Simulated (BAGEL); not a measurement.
# CH4FGeN (SMILES N=[C](F)[GeH3]): a chain of runs

Wanted: a single-point energy (HF/6-31G*), then the energy (NEVPT2(2,2)/6-31G*), then a single-point energy (CASPT2(2,2)/6-31G*) of CH4FGeN. 

The calculation is run with BAGEL 1.2.2.

1 further run of the same task is left out (set aside as unsound or not needed).

### Step 1. The structure to begin with

The species is CH4FGeN (8 atoms), meant as a singlet with charge 0. SMILES: `N=[C](F)[GeH3]`. The Ge4–H6 distance was set to 2.068 Å, away from the relaxed value.

Bond lengths: N1–C2 1.246 Å, C2–F3 1.346 Å, C2–Ge4 1.978 Å, N1–H5 1.016 Å, Ge4–H7 1.534 Å, Ge4–H8 1.532 Å. Angles: N1–C2–F3 117.4°, N1–C2–Ge4 131.1°, F3–C2–Ge4 111.5°, C2–N1–H5 111.2°, C2–Ge4–H7 106.6°, C2–Ge4–H8 108.9°, H7–Ge4–H8 111.0°. A long bond or contact: Ge4–H6 2.068 Å.

### Step 2. The energy at HF/6-31G(d) (density fitting with svp-jkfit, spherical functions) (run 1)

job.json

```json
{ "bagel": [

{
  "title": "molecule",
  "basis": "6-31gs.json",
  "df_basis": "svp-jkfit",
  "angstrom": "true",
  "geometry": [
    { "atom": "N", "xyz": [    2.157097,   -0.166433,   -0.609522 ] },
    { "atom": "C", "xyz": [    1.169297,   -0.361433,    0.124578 ] },
    { "atom": "F", "xyz": [    1.398597,   -0.515833,    1.441378 ] },
    { "atom": "Ge", "xyz": [   -0.758703,   -0.492533,   -0.296522 ] },
    { "atom": "H", "xyz": [    1.878397,   -0.063333,   -1.580922 ] },
    { "atom": "H", "xyz": [   -1.766200,    1.006900,    0.710300 ] },
    { "atom": "H", "xyz": [   -0.888503,   -0.317133,   -1.814922 ] },
    { "atom": "H", "xyz": [   -1.269503,   -1.868333,    0.142678 ] }
  ]
},
{ "title": "hf" },
{ "title": "print", "file": "orbitals.molden", "orbitals": "true" }

]}
```

The basis set 6-31G* is read from a file made from the Basis Set Exchange's data (not shown).

The run is started by

```bash
$ BAGEL_NUM_THREADS=1 BAGEL job.json > job.out
```

Log:

```text
* using 1 threads per process

  ===============================================================
  ===============================================================

  *** Geometry ***

  { "atom" : "N", "xyz" : [      4.076323,     -0.314513,     -1.151830 ] },
  { "atom" : "C", "xyz" : [      2.209651,     -0.683009,      0.235418 ] },
  { "atom" : "F", "xyz" : [      2.642965,     -0.974783,      2.723810 ] },
[... 4 lines of this table left out ...]
  { "atom" : "H", "xyz" : [     -2.399013,     -3.530638,      0.269622 ] },

  Number of auxiliary basis functions:      567

  Since a DF basis is specified, we compute 2- and 3-index integrals:
    o Being stored without compression. Storage requirement is 0.031 GB

  Number of basis functions:       82
  Number of electrons      :       58

    * METHOD: MOLECULE                             0.40

  *** RHF ***

  === Nuclear Repulsion ===
   254.6871924106

      * DIIS with orbital gradients will be used.

  === RHF iteration (6-31gs.json) ===
      0      -2268.85266462          0.01962151           0.13
      1      -2268.98370530          0.01369624           0.12
      2      -2269.06209854          0.00167731           0.13
[... 12 lines of this table left out ...]
     15      -2269.06510589          0.00000001           0.13
    * SCF iteration converged.

    * Permanent dipole moment:
           (    0.941724,     0.297124,     0.922123) a.u.

    * METHOD: HF                                   2.34

    * METHOD: PRINT                                0.01

  ===============================================================
```

Wall time 2.9 s (1 thread of Arm Neoverse V1, shared host); peak memory 0.15 GiB.

### Step 3. A single-point energy at NEVPT2(2,2)/6-31G(d) (density fitting with svp-jkfit, spherical functions) (run 2)

input.json

```json
{ "bagel" : [

{
  "title" : "molecule",
  "basis" : "6-31gs.json",
  "df_basis" : "svp-jkfit",
  "angstrom" : true,
  "geometry" : [
    { "atom" : "N", "xyz" : [       2.157097,      -0.166433,      -0.609522 ] },
    { "atom" : "C", "xyz" : [       1.169297,      -0.361433,       0.124578 ] },
    { "atom" : "F", "xyz" : [       1.398597,      -0.515833,       1.441378 ] },
    { "atom" : "Ge", "xyz" : [      -0.758703,      -0.492533,      -0.296522 ] },
    { "atom" : "H", "xyz" : [       1.878397,      -0.063333,      -1.580922 ] },
    { "atom" : "H", "xyz" : [      -1.766200,       1.006900,       0.710300 ] },
    { "atom" : "H", "xyz" : [      -0.888503,      -0.317133,      -1.814922 ] },
    { "atom" : "H", "xyz" : [      -1.269503,      -1.868333,       0.142678 ] }
  ]
},

{ "title" : "hf" },

{ "title" : "nevpt2", "nstate" : 1, "nact" : 2, "nclosed" : 28, "active" : [29, 30], "maxiter" : 200, "natocc" : true, "ncore" : 12 },

{ "title" : "print", "file" : "orbitals.molden", "orbitals" : true }

]}
```

The basis set 6-31G* is read from a file made from the Basis Set Exchange's data (not shown).

The run is started by

```bash
$ BAGEL_NUM_THREADS=1 BAGEL input.json > input.out
```

Log:

```text
* using 1 threads per process

  ===============================================================
  ===============================================================

  *** Geometry ***

  { "atom" : "N", "xyz" : [      4.076323,     -0.314513,     -1.151830 ] },
  { "atom" : "C", "xyz" : [      2.209651,     -0.683009,      0.235418 ] },
  { "atom" : "F", "xyz" : [      2.642965,     -0.974783,      2.723810 ] },
[... 4 lines of this table left out ...]
  { "atom" : "H", "xyz" : [     -2.399013,     -3.530638,      0.269622 ] },

[... 23 lines left out ...]
    * SCF iteration converged.
[... 1 line left out ...]
    * Permanent dipole moment:
[... 28 lines left out ...]
    * Second-order optimization converged. *
[... 9 lines left out ...]
     * ci vector, state   0, <S^2> = 0.0000
       2.     0.9802045033
       .2    -0.1979877062

  === DF-NEVPT2 calculation ===

    * 3-index integral transformation done
    * assembly done

      NEVPT2 correlation energy:   -0.6838344545      0.20

          (+0)     -0.6569714707
          (+0)'    -0.0042990177
          (+1)     -0.0072374735
          (+1)'    -0.0000000000
          (+2)     -0.0002685127
          (-1)     -0.0128518712
          (-1)'     0.0000000000
          (-2)     -0.0022061087

      NEVPT2 total energy:       -2269.7757564829

    * METHOD: NEVPT2                               6.78

    * METHOD: PRINT                                0.01

  ===============================================================
```

It took 9.6 s on 1 thread of Arm Neoverse V1, shared host; peak memory 0.15 GiB.

### Step 4. The energy at CASPT2(2,2)/6-31G(d) (density fitting with svp-jkfit, spherical functions) (run 3)

input.json

```json
{ "bagel" : [

{
  "title" : "molecule",
  "basis" : "6-31gs.json",
  "df_basis" : "svp-jkfit",
  "angstrom" : true,
  "geometry" : [
    { "atom" : "N", "xyz" : [    2.157097,   -0.166433,   -0.609522 ] },
    { "atom" : "C", "xyz" : [    1.169297,   -0.361433,    0.124578 ] },
    { "atom" : "F", "xyz" : [    1.398597,   -0.515833,    1.441378 ] },
    { "atom" : "Ge", "xyz" : [   -0.758703,   -0.492533,   -0.296522 ] },
    { "atom" : "H", "xyz" : [    1.878397,   -0.063333,   -1.580922 ] },
    { "atom" : "H", "xyz" : [   -1.766200,    1.006900,    0.710300 ] },
    { "atom" : "H", "xyz" : [   -0.888503,   -0.317133,   -1.814922 ] },
    { "atom" : "H", "xyz" : [   -1.269503,   -1.868333,    0.142678 ] }
  ]
},
{ "title" : "hf" },
{ "title" : "casscf", "nstate" : 1, "nact" : 2, "nclosed" : 28, "active" : [29, 30], "maxiter" : 200, "natocc" : true },
{ "title" : "print", "file" : "orbitals.molden", "orbitals" : true },
{ "title" : "smith", "method" : "caspt2", "ms" : true, "xms" : true, "sssr" : true, "shift" : 0.2, "shift_imag" : true, "ncore" : 12 }

]}
```

The basis set 6-31G* is read from a file made from the Basis Set Exchange's data (not shown).

The run is started by

```bash
$ BAGEL_NUM_THREADS=1 BAGEL input.json > input.out
```

Log:

```text
* using 1 threads per process

  ===============================================================
  ===============================================================

  *** Geometry ***

  { "atom" : "N", "xyz" : [      4.076323,     -0.314513,     -1.151830 ] },
  { "atom" : "C", "xyz" : [      2.209651,     -0.683009,      0.235418 ] },
  { "atom" : "F", "xyz" : [      2.642965,     -0.974783,      2.723810 ] },
[... 4 lines of this table left out ...]
  { "atom" : "H", "xyz" : [     -2.399013,     -3.530638,      0.269622 ] },

[... 25 lines left out ...]
    * Permanent dipole moment:
[... 37 lines left out ...]
     * ci vector, state   0, <S^2> = 0.0000
[... 21 lines left out ...]
       #      aibj      arbs      arbi      airj      risj      airs      arst      rist         Etot      error   time
[... 8 lines left out ...]
      ------------------------------------------------------------------------------------------------------------------

    * CASPT2 energy : state  0    -2269.7783861766
        w/o shift correction      -2269.7756238062
        reference weight              0.8425299727

    * METHOD: SMITH                                0.88

  ===============================================================
```

Run time: 10 s. Hardware: 1 thread of Arm Neoverse V1, shared host; peak memory 0.23 GiB.

### Step 5. Summary of results

```
                               quantity           value
         run 1, HF/6-31G*: total energy  -2269.06511 Eh
        run 1, HF/6-31G*: dipole moment          3.43 D
          run 1, HF/6-31G*: HOMO energy       -11.20 eV
          run 1, HF/6-31G*: LUMO energy         2.08 eV
        run 1, HF/6-31G*: HOMO–LUMO gap        13.29 eV
run 2, NEVPT2(2,2)/6-31G*: total energy  -2269.77576 Eh
run 3, CASPT2(2,2)/6-31G*: total energy  -2269.77839 Eh
```
